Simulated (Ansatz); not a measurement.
# ZnSe: the cost of one run

Program: Ansatz 0.2.0. Level of theory: DFT LDA, scalar-relativistic, plane waves, PAW. These are calculated values, not measurements.

2 further runs of the same task are left out: 2 set aside as unsound or not needed.

**1. The system as given**

It takes space group F-43m (No. 216, cubic). The conventional cell has a = 5.568 Å, b = 5.568 Å, c = 5.568 Å, α = 90.00°, β = 90.00°, γ = 90.00°. Zn (site symmetry -43m) has 4 Se at 2.41 Å as nearest neighbours. Se (site symmetry -43m) has 4 Zn at 2.41 Å as nearest neighbours.

Structure file:

```cif
data_structure
_symmetry_space_group_name_H-M 'P 1'
_symmetry_Int_Tables_number 1
_cell_length_a 3.9368
_cell_length_b 3.9368
_cell_length_c 3.9368
_cell_angle_alpha 60.000
_cell_angle_beta 60.000
_cell_angle_gamma 60.000
_cell_volume 43.14
loop_
_atom_site_label
_atom_site_type_symbol
_atom_site_fract_x
_atom_site_fract_y
_atom_site_fract_z
_atom_site_occupancy
Zn1 Zn 0.00000 0.00000 0.00000 1
Se1 Se 0.75000 0.75000 0.75000 1
```

This cell was relaxed beforehand with the same method: volume 21.57 Å³/atom, gap on the mesh 1.25 eV.

**2. Relaxing at 20 GPa**

What is minimised here is the enthalpy; the energy can go up as the cell is squeezed.

The input, input.yaml:

```yaml
crystal:
  lattice:
    - [0.0, 2.7837680022, 2.7837680022]
    - [2.7837680022, 0.0, 2.7837680022]
    - [2.7837680022, 2.7837680022, 0.0]
  atoms:
    - { symbol: Zn, position: [0.0, 0.0, 0.0] }
    - { symbol: Se, position: [0.75, 0.75, 0.75] }
basis:
  ecutwfc: 420
kpoints:
  mp_grid: { grid: [8, 8, 8] }
hamiltonian:
  xc: lda
scf:
  occupations: { method: fixed }
output:
  forces: true
  stress: true
  eigenvalues: true
relax:
  adjacent_minimum: "off"
  f_tol: 0.001
  max_steps: 60
  cell: { stress_tol: 0.02, p_target: 20.0 }
```

The run is started by

```bash
$ ansatz run input.yaml --threads 1 --pin off --max-ram 3072MiB --backend cpu --events-out ev --progress --plain --runs-dir out
```

**Question.** How long does this run take on 1 thread of Intel Xeon Platinum 8259CL at 2.50GHz (Skylake/Cascade Lake), shared host, and how much memory does it need?

About 21 s, with a peak of 0.38 GiB.
